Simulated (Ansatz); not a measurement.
# AsCuH3: the cost of one run

The runs use Ansatz 0.2.0, Gaussian basis; PBE0-D4/def2-SVP.

### Step 1. Starting geometry

The start, a pair relaxed at PBE0-D4: SMILES `[Cu+].[AsH3]`, 5 atoms, charge 1, spin multiplicity 1.

Atoms are counted from 1 here; the program's logs count them from 0.

Bond lengths: Cu1–As2 2.446 Å, Cu1–H3 2.050 Å, Cu1–H4 2.050 Å, Cu1–H5 2.053 Å, As2–H3 1.558 Å, As2–H4 1.558 Å, As2–H5 1.558 Å. Angles: As2–Cu1–H3 39.3°, As2–Cu1–H4 39.3°, As2–Cu1–H5 39.3°, H3–Cu1–H4 66.6°, H3–Cu1–H5 66.5°, H4–Cu1–H5 66.6°, Cu1–As2–H3 56.5°, Cu1–As2–H4 56.5°, Cu1–As2–H5 56.6°, H3–As2–H4 92.5°, H3–As2–H5 92.5°, H4–As2–H5 92.5°, Cu1–H3–As2 84.2°, Cu1–H4–As2 84.2°, Cu1–H5–As2 84.1°.

As a file:

```
Cu   -0.1082   -0.7590   -1.2202
As    0.0753    0.5301    0.8505
H    -1.2540    0.3662    0.0541
H     0.8876    0.8536   -0.4394
H     0.3993   -0.9908    0.7551
```

### Step 2. Dynamics

md/in.yaml

```yaml
crystal:
  periodic: [false, false, false]
  atoms:
    - {symbol: Cu, position_ang: [-0.108159, -0.759002, -1.220204]}
    - {symbol: As, position_ang: [0.075269, 0.530112, 0.850455]}
    - {symbol: H, position_ang: [-1.254048, 0.366152, 0.054145]}
    - {symbol: H, position_ang: [0.887594, 0.853556, -0.439407]}
    - {symbol: H, position_ang: [0.399344, -0.990818, 0.755111]}
basis:
  gaussian: {orbitals: def2-SVP}
total_charge: 1
hamiltonian: {xc: pbe0, dispersion: d4}
md: {n_steps: 40, timestep: 0.5, temperature: 500, ensemble: nve, seed: 425, initial_velocities: maxwell_boltzmann}
```

Launch:

```sh
ansatz run in.yaml --threads 4 --pin off --events-out ev --progress --plain --max-ram 9574MiB
```

**Question.** How long does this run take on 4 threads of Arm Neoverse V1, shared host?

About 42 s.
